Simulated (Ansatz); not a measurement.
# C₂H₄OSi: one species, many methods

How much do the methods differ for C₂H₄OSi? The plan is to run it at one geometry with functionals of several rungs and with coupled cluster. The yardstick is the atomisation energy at the CCSD(T) limit.

Computed with Ansatz 0.2.0, Gaussian basis. Level: functionals in def2-TZVPP, the program's frozen cores in correlated methods.

Levels to be run: LDA (SPW92), PBE-D4, revPBE-D4, BLYP-D4, r2SCAN-D4, B97M-V, PBE0-D4, B3LYP-D4, r2SCANh-D4, r2SCAN0-D4, HSE06-D4, BHLYP-D4, CAM-B3LYP-D4, LC-ωPBE, ωB97X-V, ωB97M-V, B2PLYP, PBE-QIDH; CCSD(T)/def2-SVP; CCSD(T)/def2-TZVPP; MP2/def2-QZVPP; extrapolation to the limit; RPA on PBE.

1 further run of the same task is left out (it didn't finish).

## Step 1: The geometry

An earlier PBE0-D4 in a triple-zeta def2 set relaxation fixed the geometry.

SMILES `OC#C[SiH3]`, 8 atoms, charge 0, spin multiplicity 1.

Atoms are counted from 1 here; the program's logs count them from 0.

Bond lengths: O1–C2 1.296 Å, O1–H5 0.965 Å, C2–C3 1.208 Å, C3–Si4 1.808 Å, Si4–H6 1.485 Å, Si4–H7 1.485 Å, Si4–H8 1.485 Å. Angles: C2–O1–H5 110.6°, O1–C2–C3 176.6°, C2–C3–Si4 179.5°, C3–Si4–H6 110.5°, C3–Si4–H7 109.4°, C3–Si4–H8 110.4°, H6–Si4–H7 108.9°, H6–Si4–H8 108.8°, H7–Si4–H8 108.9°.

## Step 2: LDA

This LDA is Slater exchange with PW92 correlation.

The input, in.yaml:

```yaml
crystal:
  periodic: [false, false, false]
  atoms:
    - {symbol: O, position_ang: [2.579205, 0.927888, 0.488065]}
    - {symbol: C, position_ang: [1.380857, 0.489619, 0.263102]}
    - {symbol: C, position_ang: [0.263019, 0.053687, 0.119846]}
    - {symbol: Si, position_ang: [-1.409611, -0.594794, -0.108363]}
    - {symbol: H, position_ang: [2.920823, 1.394385, -0.284736]}
    - {symbol: H, position_ang: [-2.349513, 0.046346, 0.846216]}
    - {symbol: H, position_ang: [-1.863429, -0.311234, -1.494006]}
    - {symbol: H, position_ang: [-1.429252, -2.062997, 0.114176]}
basis:
  gaussian: {orbitals: def2-TZVPP}
hamiltonian: {xc: lda}
output: {orbitals: {seedname: orbitals}}
```

Further steps of the session: PBE-D4 (GGA); revPBE-D4 (GGA); BLYP-D4 (GGA); r2SCAN-D4 (meta-GGA); B97M-V (meta-GGA); PBE0-D4 (hybrid); B3LYP-D4 (hybrid); r2SCANh-D4 (hybrid); r2SCAN0-D4 (hybrid); HSE06-D4 (hybrid); BHLYP-D4 (hybrid); CAM-B3LYP-D4 (range-separated); LC-ωPBE (range-separated); ωB97X-V (range-separated); ωB97M-V (range-separated); B2PLYP (double hybrid); PBE-QIDH (double hybrid); CCSD(T) in def2-SVP; CCSD(T) in def2-TZVPP; MP2 in def2-QZVPP; RPA on PBE orbitals.

Q: Predict the results of all the runs planned. Wanted: atomisation energy, CCSD(T)/CBS; farthest beyond LDA; mean size of error, GGA; mean size of error, meta-GGA; mean size of error, hybrid; mean size of error, range-separated; mean size of error, double hybrid; gap, smallest and largest; T1 diagnostic.

The runs gave:

| quantity | value |
| --- | --- |
| atomisation energy, CCSD(T)/CBS | 3010.0 kJ/mol |
| functionals within 15.1 kJ/mol (0.5 %) | revPBE-D4, BLYP-D4, r2SCAN-D4, B97M-V, PBE0-D4, B3LYP-D4, HSE06-D4, CAM-B3LYP-D4, ωB97X-V, ωB97M-V |
| farthest beyond LDA | BHLYP-D4 (-111.1 kJ/mol) |
| mean size of error, GGA | 31.4 kJ/mol |
| mean size of error, meta-GGA | 8.4 kJ/mol |
| mean size of error, hybrid | 31.3 kJ/mol |
| mean size of error, range-separated | 9.3 kJ/mol |
| mean size of error, double hybrid | 23.5 kJ/mol |
| gap, smallest and largest | 5.09 eV (BLYP-D4), 12.38 eV (LC-ωPBE) |
| T1 diagnostic | 0.0131 |
| triples share of the correlation energy | 4.3 % |

In words: The LDA atomisation energy is off by 469.4 kJ/mol (16 %): it overbinds. PBE-D4 misses by +76.1 kJ/mol. Double hybrids carry the basis error of their MP2 part in triple zeta, and no dispersion term here, so their miss is partly the set-up's. The rungs meta-GGA, range-separated miss on average by less than the doubt on the reference (15.1 kJ/mol), so they tie. Misses under about 15.1 kJ/mol are within the doubt on the reference itself, which lacks core-valence correlation, relativity and higher excitations. Hartree-Fock recovers 71 % of the binding; the rest is correlation. CCSD(T) in def2-SVP is off by -173.3 kJ/mol, worse than the median functional, from the basis alone. Orbital gaps span 5.1 to 12.4 eV; exact exchange widens them.
